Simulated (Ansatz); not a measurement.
Crystal: AgB2.

```
CELL_PARAMETERS angstrom
3.00000 0.00000 0.00000
-1.50000 2.59808 0.00000
0.00000 0.00000 3.24000
ATOMIC_POSITIONS crystal
Ag 0.00000 0.00000 0.00000
B 0.66667 0.33333 0.50000
B 0.33333 0.66667 0.50000
```

| Property | Result |
| --- | --- |
| Program | Ansatz 0.2.0 |
| Task | relaxation of cell and atoms |
| Functional | PBE |
| Potentials or basis | Ansatz PAW |
| Cutoff | 420 eV (not typed: the program's choice for these potentials) |
| k mesh | 10 × 10 × 8 |
| Occupations | fermi-dirac, width 0.05 eV |
| Spin | no spin polarisation |

At the start: volume 8.42 Å³/atom.

Q: How do energy, volume and symmetry change on relaxing?

A: It ends after 14 steps and the volume is 10.73 Å³/atom (+27.5 %); space group P6/mmm (No. 191, to 0.05 Å).

Step by step:
```
step  energy change (eV)  largest force (eV/Å)  volume (Å³)
   1              0.0000                0.0000        25.25
   2             -0.6410                0.0000        27.40
   3             -0.9704                0.0000        29.15
   4             -1.1193                0.0000        29.35
   5             -1.2308                0.0000        30.73
   6             -1.2455                0.0000        31.41
   7             -1.2455                0.0000        31.48
   8             -1.2455                0.0000        31.47
   9             -1.2996                0.0000        31.47
  10             -1.3118                0.0000        31.93
  11             -1.3134                0.0000        32.20
  12             -1.3143                0.0000        32.20
  13             -1.3143                0.0000        32.19
  14             -1.3143                0.0000        32.19
```

Final structure:
```
Ag B
1.0
     3.01794    0.00000    0.00000
    -1.50897    2.61361    0.00000
     0.00000    0.00000    4.08075
Ag B
1 2
Direct
  0.00000 0.00000 0.00000
  0.66667 0.33333 0.50000
  0.33333 0.66667 0.50000
```

Caveat: the volume moved by over 15 % at a fixed basis, so the end points are rough; the plane-wave basis is chosen anew once the cell has moved, so the energies of steps on either side of that aren't comparable.
